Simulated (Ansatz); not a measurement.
# Molecular dynamics of Li

Input:

```yaml
crystal:
  lattice:
    - [7.094447, 0.0, 0.0]
    - [0.0, 7.094447, 0.0]
    - [0.0, 0.0, 7.094447]
  atoms:
    - { symbol: Li, position: [0.0, 0.0, 0.0] }
    - { symbol: Li, position: [0.5, 0.0, 0.0] }
    - { symbol: Li, position: [0.0, 0.5, 0.0] }
    - { symbol: Li, position: [0.0, 0.0, 0.5] }
    - { symbol: Li, position: [0.25, 0.25, 0.25] }
    - { symbol: Li, position: [0.5, 0.5, 0.0] }
    - { symbol: Li, position: [0.5, 0.0, 0.5] }
    - { symbol: Li, position: [0.75, 0.25, 0.25] }
    - { symbol: Li, position: [0.0, 0.5, 0.5] }
    - { symbol: Li, position: [0.25, 0.75, 0.25] }
    - { symbol: Li, position: [0.25, 0.25, 0.75] }
    - { symbol: Li, position: [0.5, 0.5, 0.5] }
    - { symbol: Li, position: [0.75, 0.75, 0.25] }
    - { symbol: Li, position: [0.75, 0.25, 0.75] }
    - { symbol: Li, position: [0.25, 0.75, 0.75] }
    - { symbol: Li, position: [0.75, 0.75, 0.75] }
basis:
  ecutwfc: 420.0
kpoints:
  mp_grid: { grid: [2, 2, 2] }
hamiltonian:
  xc: pbe
scf:
  occupations: { method: fermi_dirac, width: 0.1 }
  lower_state_search: "off"
md:
  timestep: 1.5
  n_steps: 200
  ensemble: nvt_langevin
  temperature: 900.0
  initial_velocities: maxwell_boltzmann
  seed: 227151
  friction: 0.02
```

Run as:

```bash
$ ansatz run input.yaml --threads 1 --pin off --max-ram 3072MiB --backend cpu --events-out ev --progress --plain --runs-dir out
```

It starts from a structure without forces on its atoms.

Output, in part (step lines):

```
md step     0: t =     0.00 fs  T =   843.7 K  F+E_penalty+E_count = -3274.67002518 eV  E_kin = 1.745010 eV  (6 SCF iters)
md step     1: t =     1.50 fs  T =   882.1 K  F+E_penalty+E_count = -3274.66362252 eV  E_kin = 1.824277 eV  (7 SCF iters)
md step     2: t =     3.00 fs  T =   795.2 K  F+E_penalty+E_count = -3274.64443280 eV  E_kin = 1.644620 eV  (7 SCF iters)
md step     3: t =     4.50 fs  T =   853.0 K  F+E_penalty+E_count = -3274.61271972 eV  E_kin = 1.764207 eV  (7 SCF iters)
md step     4: t =     6.00 fs  T =   771.9 K  F+E_penalty+E_count = -3274.56909944 eV  E_kin = 1.596458 eV  (6 SCF iters)
md step     5: t =     7.50 fs  T =   895.0 K  F+E_penalty+E_count = -3274.51385986 eV  E_kin = 1.850948 eV  (5 SCF iters)
md step     6: t =     9.00 fs  T =   867.6 K  F+E_penalty+E_count = -3274.44649722 eV  E_kin = 1.794343 eV  (5 SCF iters)
md step     7: t =    10.50 fs  T =   892.3 K  F+E_penalty+E_count = -3274.36783127 eV  E_kin = 1.845432 eV  (5 SCF iters)
[... lines left out ...]
md step   199: t =   298.50 fs  T =  1089.4 K  F+E_penalty+E_count = -3272.63195702 eV  E_kin = 2.253124 eV  (5 SCF iters)
md step   200: t =   300.00 fs  T =  1126.0 K  F+E_penalty+E_count = -3272.62828577 eV  E_kin = 2.328802 eV  (6 SCF iters)
```

The steps, from the saved trajectory:

| time (fs) | T (K) | potential energy less start (eV) |
| --- | --- | --- |
| 0.0 | 844 | 0.000 |
| 9.0 | 868 | 0.224 |
| 18.0 | 542 | 0.731 |
| 27.0 | 662 | 1.065 |
| 36.0 | 832 | 1.166 |
| 45.0 | 774 | 1.438 |
| 54.0 | 597 | 1.658 |
| 63.0 | 632 | 1.600 |
| 72.0 | 870 | 1.404 |
| 81.0 | 894 | 1.355 |
| 90.0 | 1094 | 1.591 |
| 99.0 | 1235 | 1.876 |
| 108.0 | 990 | 2.179 |
| 117.0 | 613 | 2.457 |
| 126.0 | 813 | 2.397 |
| 135.0 | 867 | 2.160 |
| 144.0 | 942 | 2.158 |
| 153.0 | 1281 | 1.915 |
| 162.0 | 1279 | 1.801 |
| 171.0 | 1054 | 2.105 |
| 180.0 | 995 | 2.386 |
| 189.0 | 734 | 2.469 |
| 198.0 | 780 | 2.644 |
| 207.0 | 842 | 2.590 |
| 216.0 | 1175 | 2.335 |
| 225.0 | 1230 | 2.008 |
| 234.0 | 1115 | 1.863 |
| 243.0 | 906 | 1.706 |
| 252.0 | 893 | 1.834 |
| 261.0 | 981 | 2.233 |
| 270.0 | 912 | 2.521 |
| 279.0 | 1042 | 2.444 |
| 288.0 | 1039 | 2.189 |
| 297.0 | 1070 | 2.044 |

The run went to its last step. The mean temperature of the second half is 13 % above the set value. A run of 0.3 ps of so small a system gives no equilibrium averages. Limits of this set-up: coarse k mesh.

Mean squared displacements from the first frame to the last, about the centre of mass: Li 0.49 Å².

Last frame:

```xyz
16
Lattice="7.0944 0.0000 0.0000 0.0000 7.0944 0.0000 0.0000 0.0000 7.0944" Properties=species:S:1:pos:R:3
Li -0.308 0.469 1.279
Li 2.856 -0.233 0.592
Li 0.072 3.625 1.039
Li 0.281 0.519 3.934
Li 2.085 2.474 1.990
Li 3.470 3.554 -0.146
Li 3.302 0.587 4.563
Li 5.294 2.615 2.321
Li -0.421 4.293 4.093
Li 1.730 5.869 2.726
Li 1.115 1.790 6.121
Li 2.544 3.300 4.438
Li 4.841 5.423 1.793
Li 5.033 1.608 6.701
Li 0.510 5.540 6.339
Li 4.978 5.766 5.390
```

Run time: 9.4 min on 1 thread of Arm Neoverse V2, with other jobs on the host, peak memory 0.51 GiB.
